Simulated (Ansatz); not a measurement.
# SiBH₃O₂F₂: two torsions

How does the energy of BF2H3O2Si, SMILES O[SiH2]OB(F)F change over two coordinates at once? A grid of runs gives the map.

Method: RKS r2SCAN-D4/def2-SVP; program: Ansatz 0.2.0.

## Step 1: The starting structure

9 atoms, charge 0, spin multiplicity 1.

Atoms are counted from 1 here; the program's logs count them from 0.

Bond lengths: O1–Si2 1.667 Å, O1–H7 0.973 Å, Si2–O3 1.698 Å, Si2–H8 1.492 Å, Si2–H9 1.498 Å, O3–B4 1.355 Å, B4–F5 1.332 Å, B4–F6 1.338 Å. Angles: Si2–O1–H7 116.3°, O1–Si2–O3 111.0°, O1–Si2–H8 106.0°, O1–Si2–H9 112.4°, O3–Si2–H8 110.0°, O3–Si2–H9 103.9°, H8–Si2–H9 113.6°, Si2–O3–B4 131.2°, O3–B4–F5 120.1°, O3–B4–F6 122.3°, F5–B4–F6 117.6°.

Geometry (Å):

```xyz
9
charge 0, multiplicity 1
O     1.3109   -1.4233    0.5150
Si    0.0028   -0.9770   -0.4171
O    -0.1120    0.7132   -0.5365
B    -0.5864    1.6392    0.3309
F    -0.5045    2.9353    0.0343
F    -1.1445    1.3040    1.5003
H     2.1891   -1.2851    0.1193
H    -1.2016   -1.5226    0.2752
H     0.1349   -1.4301   -1.8385
```

This geometry comes from a loose relaxation at PBE in a small basis, which is not shown.

## Step 3: The grid

The axes are (1) dihedral H7–O1–Si2–O3: 18 values from −180 to 160 °, periodic; (2) dihedral O1–Si2–O3–B4: 18 values from −180 to 160 °, periodic.

Nothing else is relaxed (all other coordinates rigid). Energies count from the relaxed molecule at the same level. Points are written as (first, second).

(The set-up runs are not shown.)

## Step 4: Grid point (−160°, −100°)

The input, input.yaml:

```yaml
crystal:
  periodic: [false, false, false]
  atoms:
    - { symbol: O, position_ang: [1.300236, -1.409408, 0.503335] }
    - { symbol: Si, position_ang: [0.000873, -0.971318, -0.418732] }
    - { symbol: O, position_ang: [-1.364059, -0.746194, 0.538783] }
    - { symbol: B, position_ang: [-2.425341, -1.531973, 0.795535] }
    - { symbol: F, position_ang: [-3.356925, -1.141294, 1.649591] }
    - { symbol: F, position_ang: [-2.582109, -2.715031, 0.21058] }
    - { symbol: H, position_ang: [2.180786, -1.282123, 0.131646] }
    - { symbol: H, position_ang: [-0.233171, -2.083911, -1.366291] }
    - { symbol: H, position_ang: [0.204575, 0.339912, -1.085777] }
basis:
  gaussian: { orbitals: def2-SVP }
hamiltonian:
  xc: r2scan
  dispersion: d4
output:
  forces: true
```

Run with:

```
$ ansatz run input.yaml --threads 1 --pin off --max-ram 2560MiB --backend cpu --events-out ev --progress --plain --runs-dir out
```

The session goes on with these runs: all other points of the grid.

What does the calculation give? Wanted: lowest point; highest computed point; largest force on an atom.

The runs gave:

| quantity | value |
| --- | --- |
| lowest point | (−60°, 40°), −2.1 kJ/mol |
| highest computed point | (−180°, 160°), 18.4 kJ/mol above the lowest |
| largest force on an atom (eV/Å) | 0.05 at (−80°, −80°) to 0.77 at (0°, 0°); 0.49 at the lowest point |
| time for the whole task | 18 min on 1 thread, shared host |

In words: The lowest computed point is at (−60°, 40°), −2.1 kJ/mol from the relaxed molecule at the same level. Higher local minima lie near (−80°, −80°) (2.3 kJ/mol above the lowest at that grid point); (80°, −40°) (3.3 kJ/mol above the lowest at that grid point); (100°, 80°) (7.3 kJ/mol above the lowest at that grid point). The highest computed point, (−180°, 160°), lies 18.4 kJ/mol above the lowest. On the interpolated surface the easiest way out of the lowest well to the well at (−80°, −80°) passes a barrier of about 6 kJ/mol. Round the minimum the valley is somewhat tilted: raising dihedral H7–O1–Si2–O3 shifts the best value of dihedral O1–Si2–O3–B4 downwards (coupling k₁₂/√(k₁₁k₂₂) about 0.5).
